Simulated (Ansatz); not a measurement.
# Ca2SeO: a single-point run

Aim: a sound single-point run of Ca2SeO. The structure is shown as the input types it. The cell is built on a prototype (ordering on rocksalt) and needn't be the phase found in nature.

Computed with Ansatz 0.2.0 (density functional or hybrid calculation with the settings of its input, plane waves (as first typed), unless a step's input says otherwise).

2 further runs of the same task are left out: 2 that didn't finish.

## (1) The system as given

Symmetry: P4/mmm, No. 123, tetragonal system. The conventional cell has a = 3.883 Å, b = 3.883 Å, c = 5.494 Å, α = 90.00°, β = 90.00°, γ = 90.00°. Around O (site symmetry 4/mmm) lie 6 Ca at 2.75 Å. Around Ca (site symmetry 4/mmm) lie 4 Se at 2.75 Å and 2 O at 2.75 Å. Se (site symmetry 4/mmm) is surrounded by 6 Ca at 2.75 Å. Ca (site symmetry 4/mmm) has 4 O at 2.75 Å and 2 Se at 2.75 Å as nearest neighbours.

Structure file:

```cif
data_structure
_symmetry_space_group_name_H-M 'P4/mmm'
_symmetry_Int_Tables_number 123
_cell_length_a 3.8829
_cell_length_b 3.8829
_cell_length_c 5.4945
_cell_angle_alpha 90.000
_cell_angle_beta 90.000
_cell_angle_gamma 90.000
_cell_volume 82.84
loop_
_atom_site_label
_atom_site_type_symbol
_atom_site_symmetry_multiplicity
_atom_site_Wyckoff_symbol
_atom_site_fract_x
_atom_site_fract_y
_atom_site_fract_z
_atom_site_occupancy
O1 O 1 a 0.00000 0.00000 0.00000 1
Ca1 Ca 1 b 0.00000 0.00000 0.50000 1
Se1 Se 1 d 0.50000 0.50000 0.50000 1
Ca2 Ca 1 c 0.50000 0.50000 0.00000 1
```

## (2) Input and run

Contents of input.yaml:

```yaml
crystal:
  lattice:
    - [3.8828618447, 0.0, 0.0]
    - [0.0, 3.8828618447, 0.0]
    - [0.0, 0.0, 5.4944501843]
  atoms:
    - { symbol: O, position: [0.0, 0.0, 0.0] }
    - { symbol: Ca, position: [0.0, 0.0, 0.5] }
    - { symbol: Se, position: [0.5, 0.5, 0.5] }
    - { symbol: Ca, position: [0.5, 0.5, 0.0] }
kpoints:
  mp_grid: { grid: [4, 4, 4] }
hamiltonian:
  xc: pbesol
scf:
  occupations: { method: fixed }
  n_extra_bands: 5
  max_iter: 61
output:
  forces: true
  stress: true
  eigenvalues: true
basis:
  ecutwfc: 80
```

The run is started by

```bash
$ ansatz run input.yaml --threads 4 --pin off --max-ram 3686MiB --backend cpu --events-out ev --progress --plain --runs-dir out
```

What happens when this is run?

The program finished normally, with warnings (band overlap at count, cutoff below recommended, metallic iterate). Its log warns: «basis.ecutwfc = 80 eV is below the records' recommended 420 eV ...»

The suspect setting: basis.ecutwfc is 80. The basis cutoff is far too low: the plane waves can't represent the orbitals near the cores. The potentials' recommended cutoff is 420 eV.

The test: delete basis.ecutwfc (the default then holds).
